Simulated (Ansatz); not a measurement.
**C₂H₃Br₃: one species, many methods**

The task here is to estimate one member of a computed series from the others.

The runs use Ansatz 0.2.0, Gaussian basis; functionals in def2-TZVPP, the program's frozen cores in correlated methods.

Levels to be run: LDA (SPW92), PBE-D4, revPBE-D4, BLYP-D4, r2SCAN-D4, B97M-V, PBE0-D4, B3LYP-D4, r2SCANh-D4, r2SCAN0-D4, HSE06-D4, BHLYP-D4, CAM-B3LYP-D4, LC-ωPBE, ωB97X-V, ωB97M-V, B2PLYP, PBE-QIDH; CCSD(T)/def2-SVP; CCSD(T)/def2-TZVPP; MP2/def2-QZVPP; extrapolation to the limit; RPA on PBE.

### Structure used throughout

The geometry comes from an earlier relaxation with PBE0-D4 in a triple-zeta def2 set; it is a stationary point, not always the lowest conformer.

SMILES `BrCC(Br)Br`, 8 atoms, charge 0, spin multiplicity 1.

Atoms are counted from 1 here; the program's logs count them from 0.

Bond lengths: Br1–C2 1.938 Å, C2–C3 1.503 Å, C2–H6 1.087 Å, C2–H7 1.088 Å, C3–Br4 1.928 Å, C3–Br5 1.943 Å, C3–H8 1.085 Å. Angles: Br1–C2–C3 111.4°, Br1–C2–H6 107.5°, Br1–C2–H7 106.3°, C3–C2–H6 111.6°, C3–C2–H7 109.7°, H6–C2–H7 110.1°, C2–C3–Br4 112.6°, C2–C3–Br5 107.8°, C2–C3–H8 112.6°, Br4–C3–Br5 111.0°, Br4–C3–H8 106.6°, Br5–C3–H8 106.2°.

As a file:

| atom | x (Å) | y (Å) | z (Å) |
| --- | --- | --- | --- |
| Br1 | -0.1044 | -1.6120 | 1.6578 |
| C2 | 0.1625 | 0.0856 | 0.7621 |
| C3 | -0.0007 | -0.0474 | -0.7266 |
| Br4 | -1.8138 | -0.4558 | -1.2391 |
| Br5 | 0.5952 | 1.6138 | -1.5388 |
| H6 | -0.5497 | 0.7926 | 1.1808 |
| H7 | 1.1793 | 0.3960 | 0.9942 |
| H8 | 0.6237 | -0.8299 | -1.1461 |

Set-up of the first run:

Contents of in.yaml:

```yaml
crystal:
  periodic: [false, false, false]
  atoms:
    - {symbol: Br, position_ang: [-0.104392, -1.612004, 1.657801]}
    - {symbol: C, position_ang: [0.162536, 0.085601, 0.762087]}
    - {symbol: C, position_ang: [-0.000661, -0.047351, -0.726597]}
    - {symbol: Br, position_ang: [-1.813771, -0.455808, -1.239063]}
    - {symbol: Br, position_ang: [0.595195, 1.613833, -1.538801]}
    - {symbol: H, position_ang: [-0.549697, 0.792566, 1.180751]}
    - {symbol: H, position_ang: [1.179323, 0.396049, 0.994170]}
    - {symbol: H, position_ang: [0.623670, -0.829886, -1.146148]}
basis:
  gaussian: {orbitals: def2-TZVPP}
hamiltonian: {xc: lda}
output: {orbitals: {seedname: orbitals}}
```

Command:

```bash
> ansatz run in.yaml --threads 2 --pin off --events-out ev --progress --plain --max-ram 20480MiB --backend cpu
```

Steps of the session up to this table: LDA; PBE-D4 (GGA); revPBE-D4 (GGA); BLYP-D4 (GGA); r2SCAN-D4 (meta-GGA); B97M-V (meta-GGA); PBE0-D4 (hybrid); B3LYP-D4 (hybrid); r2SCANh-D4 (hybrid); r2SCAN0-D4 (hybrid); HSE06-D4 (hybrid); BHLYP-D4 (hybrid); CAM-B3LYP-D4 (range-separated); LC-ωPBE (range-separated); ωB97X-V (range-separated); ωB97M-V (range-separated); B2PLYP (double hybrid); PBE-QIDH (double hybrid).

One of the session's tables, all rows but one given; the rest of the session is left out.

It belongs to the step «Frontier levels by functional». 

```
  functional  HOMO (eV)  gap (eV)
 LDA (SPW92)      -6.97      4.60
      PBE-D4      -6.80      4.65
   revPBE-D4      -6.75      4.68
     BLYP-D4      -6.62      4.59
   r2SCAN-D4      -7.13      5.12
      B97M-V      -7.22      5.35
     PBE0-D4      -8.08      6.91
    B3LYP-D4      -7.81      6.39
  r2SCANh-D4      -7.60      5.95
  r2SCAN0-D4      -8.29      7.20
    HSE06-D4      -7.68      6.13
    BHLYP-D4      -9.19      9.10
CAM-B3LYP-D4          ?         ?
     LC-ωPBE     -10.79     12.00
     ωB97X-V     -10.42     11.49
     ωB97M-V     -10.28     11.21
```

Q: Estimate the row for CAM-B3LYP-D4 from the others.

As computed: HOMO (eV): -9.39; gap (eV): 9.36. In the column «HOMO (eV)» it lies between ωB97M-V (-10.28) and BHLYP-D4 (-9.19).
